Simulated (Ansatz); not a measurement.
# CuCl (singlet): the correlation ladder, def2-SVP

An exercise on one series of results from a longer session: the logs are not shown, and one member is left open.

The runs use Ansatz 0.2.0, Gaussian basis; def2-SVP, core rule «outside noble gas», up to 14 orbitals frozen.

The runs, in order: UHF; CCSD(T) on RHF; CISD; CCSDT(Q) on RHF; CASSCF and MRCISD+Q, 18 electrons in 10 orbitals; CASSCF and NEVPT2, 18 electrons in 10 orbitals.

15 further runs of the same task are left out: 2 for a known fault of the program, 7 that didn't finish, 6 set aside as unsound or not needed.

## The geometry

The geometry is a PBE0/def2-TZVP stationary point (not a proven minimum).

2 atoms, charge 0, spin multiplicity 1.

Atoms are counted from 1 here; the program's logs count them from 0.

Bond lengths: Cu1–Cl2 2.076 Å.

The first run:

File in.yaml:

```yaml
crystal:
  periodic: [false, false, false]
  atoms:
    - {symbol: Cu, position_ang: [0.000000, 0.000000, 0.000000]}
    - {symbol: Cl, position_ang: [0.000000, 0.000000, 2.075895]}
basis:
  gaussian: {orbitals: def2-SVP}
magnetization: {spin_polarized: true, initial_magnetization: 0}
hamiltonian: {xc: hf}
output: {orbitals: {seedname: orbitals}}
```

Run with:

```sh
ansatz run in.yaml --threads 1 --pin off --events-out ev --progress --plain --max-ram 2393MiB
```

Among the steps run: UHF; CCSD(T) on RHF; CISD; CCSDT(Q) on RHF; CASSCF and MRCISD+Q, 18 electrons in 10 orbitals; CASSCF and NEVPT2, 18 electrons in 10 orbitals.

One of the session's tables, all rows but one given; the rest of the session is left out.

| method | from RCCSDT(Q) (kcal/mol) |
| --- | --- |
| RHF | +263.80 |
| RMP2 | -6.16 |
| CISD | +28.51 |
| RCCSD | +7.66 |
| RCCSD(T) | -1.03 |
| RCCSDT | -0.97 |
| RCCSDT(Q) | 0 |
| CASSCF valence | ? |
| NEVPT2 valence | +33.58 |
| MRCISD valence | +27.51 |
| MRCISD+Q valence | +8.03 |

Estimate the missing values for CASSCF valence.

**Answer.** from RCCSDT(Q) (kcal/mol): +258.58. In the column «from RCCSDT(Q) (kcal/mol)» it lies between NEVPT2 valence (+33.58) and RHF (+263.80).

With the free atoms at the same levels and basis (separate runs), the atomisation energy is 3.414 eV at RCCSDT(Q), 3.392 eV at RCCSD(T), 2.519 eV at RHF.
